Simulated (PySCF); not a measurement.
**C2H7Ge (SMILES [CH3][GeH][CH3]) at 3 levels**

We compute a comparison of 3 runs (UCAM-B3LYP/STO-3G, UCAM-B3LYP/def2-SVP, UCAM-B3LYP/def2-TZVP) of C2H7Ge. Input form: a Python script.

Program for the calculation: PySCF 2.14.0.

## 1. The structure to begin with

The species is C2H7Ge (10 atoms), meant as a doublet with charge 0. As SMILES, `[CH3][GeH][CH3]`. The shape is that of a PBE0-D4/def2-TZVP optimisation.

Bond lengths: C1–Ge2 1.964 Å, Ge2–C3 1.964 Å, C1–H4 1.094 Å, C1–H5 1.090 Å, C1–H6 1.090 Å, Ge2–H7 1.553 Å, C3–H8 1.091 Å, C3–H9 1.094 Å, C3–H10 1.090 Å. Some angles: C1–Ge2–C3 110.6°, C1–Ge2–H7 109.9°, C3–Ge2–H7 109.9°, Ge2–C1–H4 109.6°, Ge2–C1–H5 110.7°, Ge2–C1–H6 110.4°, Ge2–C3–H8 110.4°, Ge2–C3–H9 109.6°, Ge2–C3–H10 110.7°, H4–C1–H5 108.7°.

## 2. A single-point energy at UCAM-B3LYP/STO-3G (run 1)

calc.py

```python
from pyscf import gto, dft

mol = gto.M(
    atom='''
C     -2.261057     1.649542    -1.246652
Ge     1.341139     0.954879    -0.686538
C      1.780500    -1.644440     1.925442
H     -3.219148    -0.084471    -1.835113
H     -2.508233     3.070616    -2.717426
H     -3.138457     2.329843     0.489439
H      2.591948     0.077668    -3.191558
H      0.949209    -1.020263     3.704997
H      0.842440    -3.388279     1.333958
H      3.778885    -2.041660     2.228932
''',
    verbose=3,
    max_memory=1860,
    basis='sto-3g',
    spin=1,
    unit='bohr',
)

calc0 = dft.UKS(mol, xc='cam-b3lyp')
calc0.conv_tol = 1e-10
calc0.grids.level = 4
calc0.kernel()
if not calc0.converged:
    calc0 = calc0.newton().run(calc0.mo_coeff, calc0.mo_occ)

etot = calc0.e_tot
print('E = %.10f Eh' % etot)
```

Command:

```
$ OMP_NUM_THREADS=1 python calc.py
```

Log:

```text
WARN: HOMO -0.348045427698738 >= LUMO -0.348045427698739

converged SCF energy = -2132.48690876766  <S^2> = 0.75060757  2S+1 = 2.0006075
E = -2132.4869087677 Eh
```

It took 16 s on 1 thread of Intel Xeon 6975P-C (Granite Rapids), shared host; peak memory 0.28 GiB.

## 3. A single-point energy at UCAM-B3LYP/def2-SVP (run 2)

calc.py

```python
from pyscf import gto, dft

mol = gto.M(
    atom='''
C     -1.196500     0.872900    -0.659700
Ge     0.709700     0.505300    -0.363300
C      0.942200    -0.870200     1.018900
H     -1.703500    -0.044700    -0.971100
H     -1.327300     1.624900    -1.438000
H     -1.660800     1.232900     0.259000
H      1.371600     0.041100    -1.688900
H      0.502300    -0.539900     1.960600
H      0.445800    -1.793000     0.705900
H      1.999700    -1.080400     1.179500
''',
    verbose=4,
    max_memory=1860,
    basis='def2-svp',
    spin=1,
)

myscf = dft.UKS(mol, xc='cam-b3lyp')
myscf.conv_tol = 1e-10
myscf.grids.level = 4
myscf.kernel()
if not myscf.converged:
    myscf = myscf.newton().run(myscf.mo_coeff, myscf.mo_occ)

e_tot = myscf.e_tot
print('E = %.10f Eh' % e_tot)
```

Command:

```
$ OMP_NUM_THREADS=1 python calc.py
```

Log:

```text
PySCF version 2.14.0

[... 59 lines left out ...]
WARN: HOMO -0.152056700428462 >= LUMO -0.15205670042846
[... 46 lines left out ...]
converged SCF energy = -2157.13367329267  <S^2> = 0.75110461  2S+1 = 2.0011043
E = -2157.1336732927 Eh
```

Run time: 34 s. Hardware: 1 thread of Intel Xeon 6975P-C (Granite Rapids), shared host; peak memory 0.51 GiB.

## 4. A single-point energy at UCAM-B3LYP/def2-TZVP (run 3)

input.xyz

```xyz
10
C2H7Ge
C     -1.196500     0.872900    -0.659700
Ge     0.709700     0.505300    -0.363300
C      0.942200    -0.870200     1.018900
H     -1.703500    -0.044700    -0.971100
H     -1.327300     1.624900    -1.438000
H     -1.660800     1.232900     0.259000
H      1.371600     0.041100    -1.688900
H      0.502300    -0.539900     1.960600
H      0.445800    -1.793000     0.705900
H      1.999700    -1.080400     1.179500
```

job.py

```python
# [CH3][GeH][CH3]
from pyscf import gto, dft

mol = gto.M(
    atom='input.xyz',
    basis='def2-tzvp',
    verbose=4,
    spin=1,
    max_memory=1860,
)

mf = dft.UKS(mol)
mf.xc = 'cam-b3lyp'
mf.grids.level = 4
mf.conv_tol = 1e-10
mf.kernel()
if not mf.converged:
    mf = mf.newton().run(mf.mo_coeff, mf.mo_occ)

e_final = mf.e_tot
print('E = %.10f Eh' % e_final)
```

Command:

```
$ OMP_NUM_THREADS=1 python job.py
```

Log:

```text
PySCF version 2.14.0

[... 104 lines left out ...]
converged SCF energy = -2157.49043363734  <S^2> = 0.75135826  2S+1 = 2.0013578
E = -2157.4904336373 Eh
```

Wall time 86 s (1 thread of Intel Xeon 6975P-C (Granite Rapids), shared host); peak memory 1.1 GiB.

## 5. Overview of the runs

```tsv
run	level	energy (Eh)	dipole moment (D)	HOMO energy (eV)	LUMO energy (eV)	wall time
1	UCAM-B3LYP/STO-3G	-2132.486909	0.14	-4.54	1.96	16 s
2	UCAM-B3LYP/def2-SVP	-2157.133673	0.79	-6.67	-1.10	34 s
3	UCAM-B3LYP/def2-TZVP	-2157.490434	0.74	-6.73	-1.17	86 s
```

## 6. Summary of results

| quantity | value |
| --- | --- |
| run 3: total energy | -2157.49043 Eh |
| run 3: dipole moment | 0.74 D |
| run 3: HOMO energy (highest over α and β) | -6.73 eV |
| run 3: LUMO energy (lowest over α and β) | -1.17 eV |
| run 3: ⟨S²⟩ | 0.751 |

In words: The dipole moment (its size) runs from 0.14 D (UCAM-B3LYP/STO-3G) to 0.79 D (UCAM-B3LYP/def2-SVP). In run 1 the basis is minimal, so the values are rough. All runs together took 2.3 min, the longest 86 s.
